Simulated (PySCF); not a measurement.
# C5H8OSe: the cost of one run

Programs: PySCF 2.14.0, with routines of our own; each step states its level. All values are computed. Atoms count from 0.

### 1 The system as given

15 atoms, charge 0, multiplicity 1; geometry from: GFN2-xTB.

### 2 Magnetic properties: GIAO HF/pcSseg-1

What the job is given:

```
{"job": {"kind": "mag", "xc": "HF", "basis": "pcSseg-1", "isotopologues": 2}, "charge": 0, "multiplicity": 1}
C     -2.459229     0.265176     0.234984
O     -1.263844    -0.472275     0.222156
C     -0.223893     0.145553    -0.441770
C      0.941157    -0.835467    -0.587077
C      2.027489    -0.515224     0.391119
C      1.972238     0.640223     1.034201
Se     0.479336     1.725384     0.632114
H     -2.307809     1.238973     0.721595
H     -3.181502    -0.316870     0.802366
H     -2.829915     0.434327    -0.783116
H     -0.559914     0.559285    -1.403966
H      0.552057    -1.840606    -0.409311
H      1.341814    -0.799182    -1.603589
H      2.823138    -1.229841     0.531635
H      2.684462     1.008535     1.751851
```

Level: GIAO HF/pcSseg-1 magnetisability, rotational g tensor and spin-rotation constants, non-relativistic, gas phase.

On the command line:

```bash
$ OMP_NUM_THREADS=1 python excited_run.py task.json out
```

One launch serves the whole session: the jobs run in the order shown.

Q: Estimate the wall time and peak memory of this job on 1 thread of Arm Neoverse V2, shared host.

About 16 s, with a peak of 0.84 GiB.
